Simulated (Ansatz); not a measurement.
# CH6FNOSi: the cost of one run

Program: Ansatz 0.2.0. Level of theory: RKS CAM-B3LYP-D4/6-31G*. These are calculated values, not measurements.

## (1) The structure to begin with

Bond lengths: N1–C2 1.463 Å, C2–F3 1.376 Å, C2–O4 1.385 Å, O4–Si5 1.646 Å, N1–H6 1.073 Å, N1–H7 0.971 Å, C2–H8 1.140 Å, Si5–H9 1.425 Å, Si5–H10 1.500 Å, Si5–H11 1.465 Å. Angles (14 of 16 angles, heavy atoms first): N1–C2–F3 106.2°, N1–C2–O4 112.1°, F3–C2–O4 109.3°, C2–O4–Si5 118.9°, N1–C2–H8 108.4°, F3–C2–H8 111.1°, O4–C2–H8 109.6°, C2–N1–H6 99.9°, C2–N1–H7 106.8°, O4–Si5–H9 111.7°, O4–Si5–H10 108.5°, O4–Si5–H11 105.8°, H6–N1–H7 106.9°, H9–Si5–H10 110.1°.

As a file:

```xyz
11

N     0.0650   -1.4163    1.5791
C     0.2204   -0.7182    0.3026
F    -0.5055   -1.4368   -0.6187
O    -0.2617    0.5793    0.3552
Si   -0.0475    1.5618   -0.9481
H    -0.9597   -1.1821    1.7935
H     0.1020   -2.3666    1.3848
H     1.3274   -0.7042    0.0327
H    -0.7645    1.0914   -2.0857
H    -0.5071    2.9425   -0.5847
H     1.3966    1.5922   -1.1901
```

## (2) Relaxing end A

input.yaml reads:

```yaml
crystal:
  periodic: [false, false, false]
  atoms:
    - { symbol: "N", position_ang: [0.065, -1.4163, 1.5791] }
    - { symbol: C, position_ang: [0.2204, -0.7182, 0.3026] }
    - { symbol: F, position_ang: [-0.5055, -1.4368, -0.6187] }
    - { symbol: O, position_ang: [-0.2617, 0.5793, 0.3552] }
    - { symbol: Si, position_ang: [-0.0475, 1.5618, -0.9481] }
    - { symbol: H, position_ang: [-0.9597, -1.1821, 1.7935] }
    - { symbol: H, position_ang: [0.102, -2.3666, 1.3848] }
    - { symbol: H, position_ang: [1.3274, -0.7042, 0.0327] }
    - { symbol: H, position_ang: [-0.7645, 1.0914, -2.0857] }
    - { symbol: H, position_ang: [-0.5071, 2.9425, -0.5847] }
    - { symbol: H, position_ang: [1.3966, 1.5922, -1.1901] }
basis:
  gaussian: { orbitals: "6-31G*" }
hamiltonian:
  xc: cam_b3lyp
  dispersion: d4
relax:
  f_tol: 0.015
  max_steps: 40
output:
  orbitals: {}
```

Run with:

```bash
$ ansatz run input.yaml --threads 2 --pin off --max-ram 3072MiB --backend cpu --events-out ev --progress --plain --runs-dir out
```

What time and memory should one allow on 2 threads of AMD EPYC 9R14 (Zen 4), shared host?

About 25 s, with a peak of 0.24 GiB.
